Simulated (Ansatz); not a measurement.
# HfSiOs: the cost of one run

Computed with Ansatz 0.2.0 (DFT PBEsol, scalar-relativistic, plane waves, PAW, unless a step's input says otherwise).

## 1. Starting point

The structure is hexagonal, space group P-62m (No. 189). Conventional cell: a = 6.555 Å, b = 6.555 Å, c = 3.692 Å, α = 90.00°, β = 90.00°, γ = 120.00°. Around Hf (site symmetry m2m) lie 5 Si at 2.70 to 2.74 Å and 6 Os at 2.86 to 3.02 Å. Si (site symmetry -6) is surrounded by 3 Os at 2.51 Å and 6 Hf at 2.70 Å. Around Si (site symmetry -62m) lie 6 Os at 2.46 Å and 3 Hf at 2.74 Å. Around Os (site symmetry m2m) lie 4 Si at 2.46 to 2.51 Å and 2 Os at 2.81 Å.

As a file:

```cif
data_structure
_symmetry_space_group_name_H-M 'P-62m'
_symmetry_Int_Tables_number 189
_cell_length_a 6.5550
_cell_length_b 6.5550
_cell_length_c 3.6924
_cell_angle_alpha 90.000
_cell_angle_beta 90.000
_cell_angle_gamma 120.000
_cell_volume 137.40
loop_
_atom_site_label
_atom_site_type_symbol
_atom_site_symmetry_multiplicity
_atom_site_Wyckoff_symbol
_atom_site_fract_x
_atom_site_fract_y
_atom_site_fract_z
_atom_site_occupancy
Hf1 Hf 3 g 0.41847 0.00000 0.50000 1
Si1 Si 2 c 0.33333 0.66667 0.00000 1
Si2 Si 1 b 0.00000 0.00000 0.50000 1
Os1 Os 3 f 0.75249 0.00000 0.00000 1
```

The structure comes from the Materials Project (structure only).

## 2. Ground state at the listed geometry

The input, input.yaml:

```yaml
crystal:
  lattice:
    - [6.5549678092, 0.0, 0.0]
    - [-3.2774839046, 5.6767686437, 0.0]
    - [0.0, 0.0, 3.69242941]
  atoms:
    - { symbol: Hf, position: [0.41846542, 0.0, 0.5] }
    - { symbol: Hf, position: [0.0, 0.41846542, 0.5] }
    - { symbol: Hf, position: [0.58153458, 0.58153458, 0.5] }
    - { symbol: Si, position: [0.33333333, 0.66666667, 0.0] }
    - { symbol: Si, position: [0.66666667, 0.33333333, 0.0] }
    - { symbol: Si, position: [0.0, 0.0, 0.5] }
    - { symbol: Os, position: [0.75248736, 0.0, 0.0] }
    - { symbol: Os, position: [0.0, 0.75248736, 0.0] }
    - { symbol: Os, position: [0.24751264, 0.24751264, 0.0] }
basis:
  ecutwfc: 420
  fft_grid_basis: typed
kpoints:
  mp_grid: { grid: [6, 6, 10] }
hamiltonian:
  xc: pbesol
  pseudopotentials: { kind: paw }
scf:
  occupations: { method: gaussian, width: 0.05 }
output:
  forces: true
  stress: true
  eigenvalues: true
  bader: true
  write_density: true
  volumetric_format: npy
  elf: true
```

Launch:

```console
$ ansatz run input.yaml --threads 2 --pin off --max-ram 4096MiB --backend cpu --events-out ev --progress --plain --runs-dir out
```

Q: Estimate wall time and peak memory on 2 threads of Arm Neoverse N1, shared host.

About 2.3 min, with a peak of 0.65 GiB.
